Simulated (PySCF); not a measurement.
# A gas-phase reaction: F2GeH2O + F → F2GeHO + FH

What reaction energy should one expect for `[OH][GeH]([F])[F]` + `[F-]` → `[O-][GeH]([F])[F]` + `F`?

Computed with PySCF 2.14.0; each step states its level. No surroundings beyond the atoms listed, unless a continuum is named. Atoms count from 0, parts from 1.

### 1 Starting point

Each species was relaxed by itself at PBE0-D3(BJ)/def2-SVPD.

### 2 Reaction energy: wB97M-D3(BJ)/def2-TZVPD

What the job is given:

```
{"job": {"kind": "react", "xc": "wB97M-D3(BJ)", "basis": "def2-TZVPD"}, "charge": 0, "multiplicity": 1}
-1 F2GeH2O charge 0 multiplicity 1
O     -1.252280     0.723790    -0.243540
Ge     0.241230    -0.181990    -0.226540
F      1.463770     0.745330     0.584090
F      0.056440    -1.574560     0.792660
H     -1.582440     0.998380     0.618370
H      0.674410    -0.570890    -1.625940

-1 F charge -1 multiplicity 1
F      0.000000     0.000000     0.000000

+1 F2GeHO charge -1 multiplicity 1
O     -0.028060     0.727020    -1.664820
Ge    -0.057450     0.121740    -0.113450
F      1.534490    -0.006420     0.714530
F     -0.540640    -1.603420     0.051250
H     -0.909480     0.761930     1.014250

+1 FH charge 0 multiplicity 1
F      0.459060    -0.030730     0.001480
H     -0.459060     0.030730    -0.001480
```

With the program's defaults for keys left out, this is: wB97M-D3(BJ)/def2-TZVPD reaction energy of separated species, gas phase.

On the command line:

```bash
> OMP_NUM_THREADS=1 python cluster_run.py task.json out
```

The driver reads the jobs from task.json and runs them one after another.

Log:

```text
species 1 (F2GeH2O)
coarse grid: 28144 points
cycle   1  E = -2353.2147733361  dE = -3.890e-01  |g| = 1.169e+00  |ddm| = 1.871e+00
cycle   2  E = -2353.1595245751  dE =  5.525e-02  |g| = 1.440e+00  |ddm| = 1.314e+00
cycle   3  E = -2353.4179063607  dE = -2.584e-01  |g| = 4.280e-02  |ddm| = 6.619e-01
cycle   4  E = -2353.4182701325  dE = -3.638e-04  |g| = 2.045e-02  |ddm| = 4.557e-02
cycle   5  E = -2353.4183321294  dE = -6.200e-05  |g| = 9.241e-03  |ddm| = 1.671e-02
cycle   6  E = -2353.4183445134  dE = -1.238e-05  |g| = 1.876e-03  |ddm| = 6.754e-03
cycle   7  E = -2353.4183453653  dE = -8.519e-07  |g| = 1.078e-03  |ddm| = 2.363e-03
final grid: 58200 points
cycle   8  E = -2353.4182634523  dE = -2.733e-07  |g| = 1.330e-03  |ddm| = 2.216e-03
cycle   9  E = -2353.4182633459  dE =  1.064e-07  |g| = 1.589e-03  |ddm| = 1.344e-03
cycle  10  E = -2353.4182636979  dE = -3.520e-07  |g| = 8.310e-05  |ddm| = 7.021e-04
cycle  11  E = -2353.4182636989  dE = -1.019e-09  |g| = 2.857e-05  |ddm| = 6.184e-05
cycle  12  E = -2353.4182636992  dE = -3.160e-10  |g| = 3.682e-06  |ddm| = 4.895e-05
converged SCF energy = -2353.4182636992

species 2 (F)
coarse grid: 5304 points
cycle   1  E = -99.7735595435  dE = -1.701e-01  |g| = 8.390e-01  |ddm| = 3.042e-01
cycle   2  E = -99.4217741307  dE =  3.518e-01  |g| = 1.736e+00  |ddm| = 1.187e+00
cycle   3  E = -99.9129072191  dE = -4.911e-01  |g| = 3.879e-02  |ddm| = 7.668e-01
cycle   4  E = -99.9130379075  dE = -1.307e-04  |g| = 2.144e-02  |ddm| = 3.124e-02
cycle   5  E = -99.9130976974  dE = -5.979e-05  |g| = 1.450e-03  |ddm| = 8.861e-03
cycle   6  E = -99.9130979605  dE = -2.631e-07  |g| = 2.299e-04  |ddm| = 4.862e-04
final grid: 11608 points
cycle   7  E = -99.9130859017  dE =  1.872e-09  |g| = 2.255e-04  |ddm| = 1.777e-04
cycle   8  E = -99.9130858948  dE =  6.925e-09  |g| = 3.200e-04  |ddm| = 1.966e-04
cycle   9  E = -99.9130859089  dE = -1.404e-08  |g| = 1.900e-06  |ddm| = 1.112e-04
cycle  10  E = -99.9130859089  dE = -1.251e-12  |g| = 7.399e-08  |ddm| = 3.603e-06
converged SCF energy = -99.9130859089

species 3 (F2GeHO)
coarse grid: 25672 points
cycle   1  E = -2352.5412333803  dE = -5.387e-01  |g| = 1.382e+00  |ddm| = 1.767e+00
cycle   2  E = -2352.0632258336  dE =  4.780e-01  |g| = 2.162e+00  |ddm| = 2.015e+00
cycle   3  E = -2352.8499337214  dE = -7.867e-01  |g| = 2.913e-01  |ddm| = 1.380e+00
cycle   4  E = -2352.8629607176  dE = -1.303e-02  |g| = 8.987e-02  |ddm| = 1.699e-01
cycle   5  E = -2352.8642027154  dE = -1.242e-03  |g| = 1.308e-02  |ddm| = 5.292e-02
cycle   6  E = -2352.8642450273  dE = -4.231e-05  |g| = 6.287e-03  |ddm| = 1.560e-02
cycle   7  E = -2352.8642507530  dE = -5.726e-06  |g| = 1.112e-03  |ddm| = 5.330e-03
final grid: 52832 points
cycle   8  E = -2352.8641466211  dE = -6.655e-07  |g| = 9.182e-04  |ddm| = 2.453e-03
cycle   9  E = -2352.8641466153  dE =  5.750e-09  |g| = 1.124e-03  |ddm| = 1.104e-03
cycle  10  E = -2352.8641467772  dE = -1.619e-07  |g| = 1.640e-04  |ddm| = 6.081e-04
cycle  11  E = -2352.8641467853  dE = -8.043e-09  |g| = 8.431e-05  |ddm| = 1.613e-04
cycle  12  E = -2352.8641467886  dE = -3.288e-09  |g| = 1.566e-05  |ddm| = 1.711e-04
cycle  13  E = -2352.8641467887  dE = -1.096e-10  |g| = 6.394e-06  |ddm| = 2.839e-05
converged SCF energy = -2352.8641467887

species 4 (FH)
coarse grid: 7776 points
cycle   1  E = -100.4688191441  dE = -9.407e-02  |g| = 4.644e-01  |ddm| = 6.197e-01
cycle   2  E = -100.4725005312  dE = -3.681e-03  |g| = 5.038e-01  |ddm| = 3.808e-01
cycle   3  E = -100.5053135484  dE = -3.281e-02  |g| = 2.574e-02  |ddm| = 1.678e-01
cycle   4  E = -100.5053895254  dE = -7.598e-05  |g| = 5.006e-03  |ddm| = 1.077e-02
cycle   5  E = -100.5053941664  dE = -4.641e-06  |g| = 4.334e-04  |ddm| = 3.766e-03
final grid: 16976 points
cycle   6  E = -100.5053934470  dE = -6.408e-08  |g| = 1.055e-04  |ddm| = 8.217e-04
cycle   7  E = -100.5053934505  dE = -3.450e-09  |g| = 7.990e-05  |ddm| = 2.175e-04
cycle   8  E = -100.5053934513  dE = -8.361e-10  |g| = 2.075e-05  |ddm| = 3.730e-05
converged SCF energy = -100.5053934513

Reaction energy = -23.619 kcal/mol
```

Wall time 41 s (1 thread of Arm Neoverse N1, shared host); peak memory 0.66 GiB.

Species by species (with the dispersion term, which the log's SCF energies lack):

| ν | species | energy (Eh) | HOMO (eV) |
| --- | --- | --- | --- |
| -1 | [OH][GeH]([F])[F] | -2353.42209 | -12.72 |
| -1 | [F-] | -99.91309 | -2.89 |
| +1 | [O-][GeH]([F])[F] | -2352.86718 | -4.74 |
| +1 | F | -100.50563 | -14.54 |

### 3 Energies of the species: PBE0-D3(BJ)/def2-TZVPD

Same as in step 2 but for these lines:

```diff
@@ -1,2 +1,2 @@
-{"job": {"kind": "react", "xc": "wB97M-D3(BJ)", "basis": "def2-TZVPD"}, "charge": 0, "multiplicity": 1}
+{"job": {"kind": "react", "xc": "PBE0", "basis": "def2-TZVPD", "disp": "d3bj"}, "charge": 0, "multiplicity": 1}
 -1 F2GeH2O charge 0 multiplicity 1
```

Method: PBE0-D3(BJ)/def2-TZVPD reaction energy of separated species, gas phase.

Log:

```text
species 1 (F2GeH2O)
coarse grid: 28144 points
cycle   1  E = -2352.5991040524  dE = -2.584e-01  |g| = 1.252e+00  |ddm| = 1.918e+00
cycle   2  E = -2352.2130854717  dE =  3.860e-01  |g| = 2.052e+00  |ddm| = 1.738e+00
cycle   3  E = -2352.8183114637  dE = -6.052e-01  |g| = 9.787e-02  |ddm| = 1.119e+00
cycle   4  E = -2352.8192296382  dE = -9.182e-04  |g| = 5.246e-02  |ddm| = 7.637e-02
cycle   5  E = -2352.8195137638  dE = -2.841e-04  |g| = 1.168e-02  |ddm| = 2.865e-02
cycle   6  E = -2352.8195317868  dE = -1.802e-05  |g| = 4.705e-03  |ddm| = 7.659e-03
cycle   7  E = -2352.8195355345  dE = -3.748e-06  |g| = 5.162e-04  |ddm| = 2.620e-03
final grid: 58200 points
cycle   8  E = -2352.8195296608  dE = -3.274e-07  |g| = 4.935e-04  |ddm| = 2.268e-03
cycle   9  E = -2352.8195296483  dE =  1.252e-08  |g| = 5.850e-04  |ddm| = 5.277e-04
cycle  10  E = -2352.8195296902  dE = -4.192e-08  |g| = 8.678e-05  |ddm| = 2.855e-04
cycle  11  E = -2352.8195296912  dE = -1.062e-09  |g| = 1.990e-05  |ddm| = 5.113e-05
cycle  12  E = -2352.8195296913  dE = -3.138e-11  |g| = 3.389e-06  |ddm| = 1.073e-05
converged SCF energy = -2352.8195296913

species 2 (F)
coarse grid: 1088 points
cycle   1  E = -99.6480299908  dE = -8.108e-02  |g| = 8.599e-01  |ddm| = 3.156e-01
cycle   2  E = -97.8823061729  dE =  1.766e+00  |g| = 3.110e+00  |ddm| = 2.037e+00
cycle   3  E = -99.7922027745  dE = -1.910e+00  |g| = 7.027e-02  |ddm| = 1.718e+00
cycle   4  E = -99.7924511220  dE = -2.483e-04  |g| = 5.277e-02  |ddm| = 6.585e-02
cycle   5  E = -99.7928802840  dE = -4.292e-04  |g| = 8.706e-03  |ddm| = 1.832e-02
cycle   6  E = -99.7928921043  dE = -1.182e-05  |g| = 1.037e-03  |ddm| = 3.146e-03
cycle   7  E = -99.7928922756  dE = -1.713e-07  |g| = 4.564e-06  |ddm| = 4.256e-04
final grid: 11608 points
cycle   8  E = -99.7963210859  dE = -3.387e-06  |g| = 9.094e-04  |ddm| = 3.670e-03
cycle   9  E = -99.7963207951  dE =  2.908e-07  |g| = 1.611e-03  |ddm| = 9.527e-04
cycle  10  E = -99.7963211908  dE = -3.957e-07  |g| = 1.338e-04  |ddm| = 7.234e-04
cycle  11  E = -99.7963211937  dE = -2.821e-09  |g| = 9.473e-06  |ddm| = 6.123e-05
cycle  12  E = -99.7963211937  dE = -1.552e-11  |g| = 5.050e-07  |ddm| = 4.784e-06
converged SCF energy = -99.7963211937

species 3 (F2GeHO)
coarse grid: 25672 points
cycle   1  E = -2351.9147161359  dE = -3.514e-01  |g| = 1.454e+00  |ddm| = 1.818e+00
cycle   2  E = -2349.5144292657  dE =  2.400e+00  |g| = 3.405e+00  |ddm| = 4.944e+00
cycle   3  E = -2352.1387586556  dE = -2.624e+00  |g| = 8.042e-01  |ddm| = 4.696e+00
cycle   4  E = -2352.2556417379  dE = -1.169e-01  |g| = 1.984e-01  |ddm| = 4.978e-01
cycle   5  E = -2352.2605457018  dE = -4.904e-03  |g| = 6.739e-02  |ddm| = 1.162e-01
cycle   6  E = -2352.2611388950  dE = -5.932e-04  |g| = 2.453e-02  |ddm| = 3.768e-02
cycle   7  E = -2352.2612364984  dE = -9.760e-05  |g| = 4.987e-03  |ddm| = 1.409e-02
cycle   8  E = -2352.2612414135  dE = -4.915e-06  |g| = 6.518e-04  |ddm| = 3.236e-03
final grid: 52832 points
cycle   9  E = -2352.2612593117  dE = -5.125e-08  |g| = 1.209e-03  |ddm| = 1.477e-03
cycle  10  E = -2352.2612583438  dE =  9.679e-07  |g| = 2.595e-03  |ddm| = 2.027e-03
cycle  11  E = -2352.2612595608  dE = -1.217e-06  |g| = 2.875e-04  |ddm| = 1.474e-03
cycle  12  E = -2352.2612595739  dE = -1.314e-08  |g| = 4.121e-05  |ddm| = 1.529e-04
cycle  13  E = -2352.2612595742  dE = -2.683e-10  |g| = 7.568e-06  |ddm| = 2.421e-05
converged SCF energy = -2352.2612595742

species 4 (FH)
coarse grid: 1712 points
cycle   1  E = -100.3540991886  dE = -3.604e-02  |g| = 4.957e-01  |ddm| = 6.253e-01
cycle   2  E = -100.3145828173  dE =  3.952e-02  |g| = 7.430e-01  |ddm| = 5.125e-01
cycle   3  E = -100.3938214556  dE = -7.924e-02  |g| = 2.284e-02  |ddm| = 2.892e-01
cycle   4  E = -100.3938970160  dE = -7.556e-05  |g| = 4.205e-03  |ddm| = 9.787e-03
cycle   5  E = -100.3938989996  dE = -1.984e-06  |g| = 3.555e-04  |ddm| = 1.247e-03
final grid: 16976 points
cycle   6  E = -100.3948396125  dE = -1.855e-05  |g| = 3.989e-03  |ddm| = 7.501e-03
cycle   7  E = -100.3948376968  dE =  1.916e-06  |g| = 5.485e-03  |ddm| = 3.346e-03
cycle   8  E = -100.3948417661  dE = -4.069e-06  |g| = 9.947e-05  |ddm| = 2.008e-03
cycle   9  E = -100.3948417674  dE = -1.283e-09  |g| = 1.780e-05  |ddm| = 3.931e-05
cycle  10  E = -100.3948417675  dE = -4.781e-11  |g| = 3.054e-06  |ddm| = 1.026e-05
converged SCF energy = -100.3948417675

Reaction energy = -25.033 kcal/mol
```

Wall time 23 s (1 thread of Arm Neoverse N1, shared host); peak memory 0.62 GiB.

Reaction energy at this level: -25.03 kcal/mol.

### 4 Energies of the species: MP2/def2-TZVPD

Same as in step 3 but for these lines:

```diff
@@ -1,2 +1,2 @@
-{"job": {"kind": "react", "xc": "PBE0", "basis": "def2-TZVPD", "disp": "d3bj"}, "charge": 0, "multiplicity": 1}
+{"job": {"kind": "react", "xc": "MP2", "basis": "def2-TZVPD"}, "charge": 0, "multiplicity": 1}
 -1 F2GeH2O charge 0 multiplicity 1
```

Level: MP2/def2-TZVPD reaction energy of separated species, gas phase.

Log:

```text
species 1 (F2GeH2O)
final grid: 58200 points
cycle   1  E = -2350.3773864014  dE = -6.096e-01  |g| = 8.881e-01  |ddm| = 1.842e+00
cycle   2  E = -2350.4638221331  dE = -8.644e-02  |g| = 6.399e-01  |ddm| = 7.656e-01
cycle   3  E = -2350.5136188299  dE = -4.980e-02  |g| = 4.409e-02  |ddm| = 2.984e-01
cycle   4  E = -2350.5143406626  dE = -7.218e-04  |g| = 1.399e-02  |ddm| = 5.927e-02
cycle   5  E = -2350.5144019068  dE = -6.124e-05  |g| = 4.438e-03  |ddm| = 1.888e-02
cycle   6  E = -2350.5144065421  dE = -4.635e-06  |g| = 1.373e-03  |ddm| = 4.747e-03
cycle   7  E = -2350.5144074337  dE = -8.916e-07  |g| = 3.897e-04  |ddm| = 2.034e-03
cycle   8  E = -2350.5144075252  dE = -9.150e-08  |g| = 8.395e-05  |ddm| = 6.902e-04
cycle   9  E = -2350.5144075276  dE = -2.431e-09  |g| = 3.550e-05  |ddm| = 1.118e-04
cycle  10  E = -2350.5144075279  dE = -2.565e-10  |g| = 6.864e-06  |ddm| = 2.773e-05
converged SCF energy = -2350.5144075279

species 2 (F)
final grid: 11608 points
cycle   1  E = -99.3592696078  dE = -3.000e-01  |g| = 7.108e-01  |ddm| = 3.059e-01
cycle   2  E = -99.3903756058  dE = -3.111e-02  |g| = 6.853e-01  |ddm| = 5.988e-01
cycle   3  E = -99.4557536270  dE = -6.538e-02  |g| = 2.437e-02  |ddm| = 2.430e-01
cycle   4  E = -99.4558111344  dE = -5.751e-05  |g| = 6.431e-03  |ddm| = 1.091e-02
cycle   5  E = -99.4558164541  dE = -5.320e-06  |g| = 3.885e-04  |ddm| = 2.877e-03
cycle   6  E = -99.4558165090  dE = -5.484e-08  |g| = 8.773e-05  |ddm| = 6.183e-04
cycle   7  E = -99.4558165112  dE = -2.184e-09  |g| = 5.920e-06  |ddm| = 1.392e-04
cycle   8  E = -99.4558165112  dE = -7.446e-12  |g| = 2.351e-07  |ddm| = 6.363e-06
converged SCF energy = -99.4558165112

species 3 (F2GeHO)
final grid: 52832 points
cycle   1  E = -2349.7275114006  dE = -8.285e-01  |g| = 1.069e+00  |ddm| = 1.741e+00
cycle   2  E = -2349.7909309214  dE = -6.342e-02  |g| = 9.635e-01  |ddm| = 1.130e+00
cycle   3  E = -2349.9377027038  dE = -1.468e-01  |g| = 8.984e-02  |ddm| = 5.454e-01
cycle   4  E = -2349.9392172760  dE = -1.515e-03  |g| = 4.395e-02  |ddm| = 7.581e-02
cycle   5  E = -2349.9396159831  dE = -3.987e-04  |g| = 5.815e-03  |ddm| = 3.595e-02
cycle   6  E = -2349.9396308913  dE = -1.491e-05  |g| = 1.851e-03  |ddm| = 9.783e-03
cycle   7  E = -2349.9396323245  dE = -1.433e-06  |g| = 7.840e-04  |ddm| = 2.467e-03
cycle   8  E = -2349.9396326592  dE = -3.347e-07  |g| = 2.630e-04  |ddm| = 1.210e-03
cycle   9  E = -2349.9396327058  dE = -4.664e-08  |g| = 7.445e-05  |ddm| = 5.093e-04
cycle  10  E = -2349.9396327102  dE = -4.375e-09  |g| = 2.257e-05  |ddm| = 1.501e-04
cycle  11  E = -2349.9396327107  dE = -4.743e-10  |g| = 9.405e-06  |ddm| = 5.133e-05
converged SCF energy = -2349.9396327107

species 4 (FH)
final grid: 16976 points
cycle   1  E = -100.0371208833  dE = -1.649e-01  |g| = 4.007e-01  |ddm| = 6.032e-01
cycle   2  E = -100.0578883459  dE = -2.077e-02  |g| = 2.336e-01  |ddm| = 2.533e-01
cycle   3  E = -100.0646345256  dE = -6.746e-03  |g| = 2.356e-02  |ddm| = 8.091e-02
cycle   4  E = -100.0647519486  dE = -1.174e-04  |g| = 6.199e-03  |ddm| = 1.253e-02
cycle   5  E = -100.0647676590  dE = -1.571e-05  |g| = 1.459e-03  |ddm| = 5.121e-03
cycle   6  E = -100.0647689319  dE = -1.273e-06  |g| = 2.290e-04  |ddm| = 1.848e-03
cycle   7  E = -100.0647689663  dE = -3.438e-08  |g| = 1.958e-05  |ddm| = 4.211e-04
cycle   8  E = -100.0647689665  dE = -1.853e-10  |g| = 2.360e-06  |ddm| = 2.495e-05
converged SCF energy = -100.0647689665

Reaction energy = -26.780 kcal/mol
```

Wall time 12 s (1 thread of Arm Neoverse N1, shared host); peak memory 0.45 GiB.

Reaction energy at this level: -26.78 kcal/mol.

### 5 Side by side

Energies in kcal/mol, with wall time:

| run | reaction | time |
| --- | --- | --- |
| wB97M-D3(BJ)/def2-TZVPD | -23.62 | 41 s |
| PBE0-D3(BJ)/def2-TZVPD | -25.03 | 23 s |
| MP2/def2-TZVPD | -26.78 | 12 s |

### 6 Outcome

| quantity | value |
| --- | --- |
| reaction energy (wB97M-D3(BJ)/def2-TZVPD) | -23.62 kcal/mol |
| ΔH, ΔG at 298 K (xTB thermal terms) | -24.8, -26.0 kcal/mol |
| range of the reaction energy over the runs of this table | -26.78 to -23.62 kcal/mol |

The reaction is exothermic by 24.8 kcal/mol in the gas phase; dispersion gives +0.35, and xTB itself gave -31.68 for the electronic energy (xTB energies and thermal terms come from the earlier relaxation of each species, not shown). No barrier was sought. The reaction energy runs from -26.78 (MP2/def2-TZVPD) to -23.62 kcal/mol (wB97M-D3(BJ)/def2-TZVPD).
